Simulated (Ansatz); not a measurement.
# Cl5FH2OW: the cost of one run

Program: Ansatz 0.2.0. Level of theory: RKS PBE/def2-SVP. These are calculated values, not measurements.

### 1 The starting structure

Bond lengths: W1–F2 2.200 Å, W1–Cl3 2.390 Å, W1–Cl4 2.390 Å, W1–Cl5 2.390 Å, W1–Cl6 2.390 Å, W1–O7 1.940 Å, O7–H8 1.010 Å, W1–Cl9 2.690 Å, Cl3–Cl9 2.121 Å, Cl4–Cl9 2.036 Å. Angles (14 of 27 angles, heavy atoms first): F2–W1–Cl3 90.0°, F2–W1–Cl4 90.0°, F2–W1–Cl5 90.0°, F2–W1–Cl6 90.0°, F2–W1–O7 180.0°, F2–W1–Cl9 71.6°, Cl3–W1–Cl4 90.0°, Cl3–W1–Cl5 180.0°, Cl3–W1–Cl6 90.0°, Cl3–W1–O7 90.0°, Cl3–W1–Cl9 48.9°, Cl4–W1–Cl5 90.0°, Cl4–W1–Cl6 180.0°, Cl4–W1–O7 90.0°.

As a file:

```xyz
10

W     0.0000    0.0000    0.0000
F     0.0000    0.0000    2.2000
Cl    2.3900    0.0000    0.0000
Cl    0.0000    2.3900    0.0000
Cl   -2.3900    0.0000    0.0000
Cl    0.0000   -2.3900    0.0000
O     0.0000    0.0000   -1.9400
H     0.5278    0.7924   -2.2771
Cl    1.7678    1.8416    0.8482
H     0.8742    0.9107    2.0396
```

### 2 Pulling towards end A

Springs on the bonds that form and break draw the guess towards this end; the thresholds are loose.

File input.yaml:

```yaml
crystal:
  periodic: [false, false, false]
  atoms:
    - { symbol: W, position_ang: [0.0, 0.0, 0.0] }
    - { symbol: F, position_ang: [0.0, 0.0, 2.2] }
    - { symbol: Cl, position_ang: [2.39, 0.0, 0.0] }
    - { symbol: Cl, position_ang: [0.0, 2.39, 0.0] }
    - { symbol: Cl, position_ang: [-2.39, 0.0, 0.0] }
    - { symbol: Cl, position_ang: [0.0, -2.39, 0.0] }
    - { symbol: O, position_ang: [0.0, 0.0, -1.94] }
    - { symbol: H, position_ang: [0.5278, 0.7924, -2.2771] }
    - { symbol: Cl, position_ang: [1.7678, 1.8416, 0.8482] }
    - { symbol: H, position_ang: [0.8742, 0.9107, 2.0396] }
basis:
  gaussian: { orbitals: def2-SVP }
hamiltonian:
  xc: pbe
relax:
  f_tol: 0.15
  max_steps: 25
  restrain:
    - { distance: [0, 8], at: 3.59, k: 30.0 }
    - { distance: [9, 1], at: 2.12, k: 30.0 }
    - { distance: [0, 1], at: 1.85, k: 30.0 }
    - { distance: [9, 8], at: 1.37, k: 30.0 }
```

The run is started by

```sh
$ ansatz run input.yaml --threads 4 --pin off --max-ram 5120MiB --backend cpu --events-out ev --progress --plain --runs-dir out
```

**Question.** How long does this run take on 4 threads of Arm Neoverse V2, shared host, and how much memory does it need?

About 92 s, with a peak of 0.48 GiB.
